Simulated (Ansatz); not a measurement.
# B7P7 (B7P7 wurtzite bond rod): the cost of one run

The runs use Ansatz 0.2.0, Gaussian basis; the settings change from run to run.

## Step 1: The geometry

An earlier PBE-D4/def2-SVP relaxation fixed the geometry.

14 atoms, charge 0, spin multiplicity 1.

Atoms are counted from 1 here; the program's logs count them from 0.

Bond lengths: B1–P2 1.793 Å, B1–P4 1.930 Å, B1–B5 1.793 Å, B1–B6 1.701 Å, P2–B6 1.879 Å, B3–P4 1.988 Å, B3–B5 1.724 Å, B3–P7 1.953 Å, B3–P9 1.945 Å, B3–B13 1.771 Å, P4–P7 2.292 Å, B5–B6 1.780 Å, B5–P7 1.977 Å, B5–B13 1.822 Å, B6–P12 1.948 Å, B8–P9 1.905 Å, B8–P10 1.805 Å and more. Angles: P2–B1–P4 165.0°, P2–B1–B5 125.7°, P2–B1–B6 65.0°, P4–B1–B5 68.8°, P4–B1–B6 128.4°, B5–B1–B6 61.2°, B1–P2–B6 55.1°, P4–B3–B5 68.7°, P4–B3–P7 71.1°, P4–B3–P9 140.4°, P4–B3–B13 123.1°, B5–B3–P7 64.7°, B5–B3–P9 125.5°, B5–B3–B13 62.8°, P7–B3–P9 147.5°, P7–B3–B13 110.3°, P9–B3–B13 63.6°, B1–P4–B3 100.5° and more.

## Step 2: B2PLYP/6-31G*

Options: unrestricted orbitals, the search for lower states set to off.

File in.yaml:

```yaml
crystal:
  periodic: [false, false, false]
  atoms:
    - {symbol: B, position_ang: [-1.046969, -1.606887, 0.955277]}
    - {symbol: P, position_ang: [-0.300212, -2.151176, 2.491987]}
    - {symbol: B, position_ang: [-1.239358, 0.278142, -1.385322]}
    - {symbol: P, position_ang: [-1.856579, -1.516459, -0.794114]}
    - {symbol: B, position_ang: [-1.012978, 0.065660, 0.310441]}
    - {symbol: B, position_ang: [-0.066983, -0.450113, 1.727660]}
    - {symbol: P, position_ang: [-2.846106, 0.490314, -0.295097]}
    - {symbol: B, position_ang: [1.321958, 0.080417, -1.630543]}
    - {symbol: P, position_ang: [0.037810, 1.097432, -2.602217]}
    - {symbol: P, position_ang: [2.539260, -0.956949, -0.793589]}
    - {symbol: B, position_ang: [1.799059, 0.495615, 0.108337]}
    - {symbol: P, position_ang: [1.425481, 0.754315, 2.070469]}
    - {symbol: B, position_ang: [0.124482, 1.126674, -0.639192]}
    - {symbol: P, position_ang: [1.121124, 2.293015, 0.475911]}
basis:
  gaussian: {orbitals: "6-31G*"}
magnetization: {spin_polarized: true, initial_magnetization: 0}
hamiltonian: {xc: {name: B2PLYP}}
scf: {lower_state_search: off}
output: {forces: true}
```

Command:

```console
> ansatz run in.yaml --threads 2 --pin off --events-out ev --progress --plain --max-ram 22528MiB --backend cpu
```

What time and memory should one allow on 2 threads of AMD EPYC 7R13, shared host?

About 2.1 min, with a peak of 2 GiB.
